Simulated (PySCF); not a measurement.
# Ta: dipole response in ANO-RCC-VTZP

How polarisable is Ta at the levels listed below?

Method: unrestricted determinants in a Gaussian basis, no spin-orbit coupling in the energies. Code: PySCF 2.14.0.

## Step 1: The system

- Element: tantalum (Z = 73)
- Basis: ANO-RCC-VTZP
- Hamiltonian: the spin-free X2C one-electron Hamiltonian (Gaussian nucleus)
- State 1: Ta: [Xe] 4f14 5d3 6s2, high-spin 4F determinant
- Methods: PBEsol

Outer shells as boxes (Hund's rule):

Ta [Xe] 4f14 5d3 6s2
```
[Xe] core
4f [↑↓][↑↓][↑↓][↑↓][↑↓][↑↓][↑↓]
5d [↑ ][↑ ][↑ ][  ][  ]
6s [↑↓]
```

The runs were made by one driver on top of PySCF. The scripts below sum up each run's settings (the driver also hands on starting orbitals that pick excited configurations, and frozen orbitals as a list rather than a count), and the logs come from the driver's own runs. The driver starts from symmetry-adapted Hartree-Fock orbitals, holds the occupation by maximum overlap and uses a logarithmic radial grid for functionals, so a plain start would take other cycles.

The integrals over 104 functions and the set-up took 41 s of CPU time.

## Step 2: Ta: PBEsol

Level: PBEsol.

File input.py:

```python
from pyscf import gto, scf, dft, mp, cc
import basis_set_exchange as bse
mol = gto.M(atom="Ta 0 0 0", charge=0, spin=3, symmetry="D2h",
            basis=gto.basis.parse(bse.get_basis("ANO-RCC-VTZP", elements=["Ta"], fmt="nwchem")),
            nucmod="G")
mf = dft.UKS(mol, xc="PBEsol").sfx2c1e()
mf.irrep_nelec = {'Ag': (10, 10), 'B1g': (3, 2), 'B2g': (3, 2), 'B3g': (3, 2), 'Au': (1, 1), 'B1u': (6, 6), 'B2u': (6, 6), 'B3u': (6, 6)}
mf.kernel()
```

Standard output:

```text
damping factor = 0
level_shift factor = 0
DIIS = <class 'pyscf.scf.diis.CDIIS'>
diis_start_cycle = 1
diis_space = 10
diis_damp = 0
SCF conv_tol = 1e-09
SCF conv_tol_grad = None
number electrons alpha = 38  beta = 35
XC functionals = PBEsol
    J. P. Perdew, A. Ruzsinszky, G. I. Csonka, O. A. Vydrov, G. E. Scuseria, L. A. Constantin, X. Zhou, and K. Burke.,  Phys. Rev. Lett. 100, 136406 (2008)
    J. P. Perdew, A. Ruzsinszky, G. I. Csonka, O. A. Vydrov, G. E. Scuseria, L. A. Constantin, X. Zhou, and K. Burke.,  Phys. Rev. Lett. 100, 136406 (2008)
cycle= 1 E= -15599.7223484277  delta_E= -0.0202  |g|= 0.613  |ddm|= 0.302
cycle= 2 E= -15599.6502808484  delta_E= 0.0721  |g|= 1.17  |ddm|= 0.248
cycle= 3 E= -15599.7486176844  delta_E= -0.0983  |g|= 0.00857  |ddm|= 0.176
cycle= 4 E= -15599.7486439678  delta_E= -2.63e-05  |g|= 0.00801  |ddm|= 0.0161
cycle= 5 E= -15599.7486630074  delta_E= -1.9e-05  |g|= 0.000475  |ddm|= 0.0055
cycle= 6 E= -15599.7486630408  delta_E= -3.34e-08  |g|= 2.97e-05  |ddm|= 0.000291
cycle= 7 E= -15599.7486630415  delta_E= -6.44e-10  |g|= 2.27e-06  |ddm|= 4.55e-05
converged SCF energy = -15599.7486630415  <S^2> = 3.7562416  2S+1 = 4.0031196
```

It used 44 s of CPU time after the integrals (shared host).

The occupied shells:

| shell | electrons | mean orbital energy (eV) | spread (eV) | rms radius (bohr) |
| --- | --- | --- | --- | --- |
| 1s β | 1 | -67105.6 | 0 | 0.0211 |
| 1s α | 1 | -67105.6 | 0 | 0.0211 |
| 2s α | 1 | -11531.4 | 0 | 0.0854 |
| 2s β | 1 | -11531.3 | 0 | 0.0854 |
| 2p α | 3 | -10141.9 | 0 | 0.0775 |
| 2p β | 3 | -10141.8 | 0 | 0.0775 |
| 3s α | 1 | -2642.4 | 0 | 0.219 |
| 3s β | 1 | -2642.4 | 0 | 0.219 |
| 3p α | 3 | -2226.7 | 0 | 0.220 |
| 3p β | 3 | -2226.7 | 0 | 0.220 |
| 3d α | 5 | -1725.4 | 0.008 | 0.201 |
| 3d β | 5 | -1725.4 | 0.055 | 0.201 |
| 4s α | 1 | -537.93 | 0 | 0.488 |
| 4s β | 1 | -537.86 | 0 | 0.488 |
| 4p α | 3 | -400.74 | 0 | 0.520 |
| 4p β | 3 | -400.67 | 0 | 0.520 |
| 4d α | 5 | -221.17 | 0.071 | 0.564 |
| 4d β | 5 | -221.08 | 0.151 | 0.564 |
| 5s α | 1 | -72.986 | 0 | 1.17 |
| 5s β | 1 | -72.007 | 0 | 1.17 |
| 5p α | 3 | -39.945 | 0 | 1.38 |
| 5p β | 3 | -38.610 | 0 | 1.38 |
| 4f α | 7 | -24.523 | 0.061 | 0.726 |
| 4f β | 7 | -24.282 | 0.253 | 0.726 |
| 6s α | 1 | -5.829 | 0 | 3.55 |
| 6s β | 1 | -4.687 | 0 | 3.55 |
| 5d α | 3 | -4.368 | 0 | 2.44 |

⟨S²⟩ = 3.756, ⟨L²⟩ = 12.00.

The driver then solved the coupled dipole response at imaginary frequencies: mean α = 63.66 bohr³, C₆ = 742.8 au for a like pair.

Spin-orbit coupling, absent here, splits the open shell strongly.

Radial density 4πr²ρ of Ta at PBEsol, without picture-change correction:

| r (bohr) | density | spin density |
| --- | --- | --- |
| 0.000302 | 2.26 | 0.000 |
| 0.000508 | 4.80 | 0.000 |
| 0.000854 | 9.84 | 0.000 |
| 0.00144 | 19.4 | 0.000 |
| 0.00242 | 36.1 | 0.000 |
| 0.00407 | 61.2 | 0.000 |
| 0.00684 | 89.2 | 0.000 |
| 0.0115 | 102 | -0.001 |
| 0.0193 | 90.8 | -0.002 |
| 0.0325 | 97.3 | -0.001 |
| 0.0547 | 134 | 0.023 |
| 0.0921 | 105 | 0.094 |
| 0.155 | 122 | 0.056 |
| 0.261 | 67.9 | 0.002 |
| 0.438 | 73.4 | 0.163 |
| 0.737 | 30.2 | 0.026 |
| 1.24 | 12.0 | 1.264 |
| 2.09 | 3.10 | 1.323 |
| 3.51 | 0.995 | 0.354 |
| 5.90 | 0.103 | 0.011 |
| 9.92 | 0.000756 | 0.000 |

## Step 3: The response side by side

Ta, in atomic units:

| method | mean α | C₆ (like pair) | S(−4) |
| --- | --- | --- | --- |
| PBEsol | 63.66 | 742.8 | 1417 |

Reference α: 74 ± 20 bohr³ (recommended; Schwerdtfeger and Nagle, table of static dipole polarizabilities (2023 update)). Published C₆: 887.0 (Gould and Bucko (2016)).

α(iu) at PBEsol:

| u (hartree) | α(iu) (bohr³) |
| --- | --- |
| 0 | 63.66 |
| 0.0500 | 60.34 |
| 0.100 | 52.44 |
| 0.200 | 35.54 |
| 0.300 | 24.33 |
| 0.500 | 13.83 |
| 0.750 | 8.817 |
| 1.00 | 6.438 |
| 1.50 | 4.061 |
| 2.00 | 2.851 |
| 3.00 | 1.664 |
| 5.00 | 0.8007 |

## Step 4: Summary of results

| quantity | value |
| --- | --- |
| α of Ta | 63.66 (PBEsol) bohr³; reference 74.00 |

**Reading.** For Ta PBEsol differs from the reference by -14 %. All values hold for this basis alone; no basis-set limit was taken.
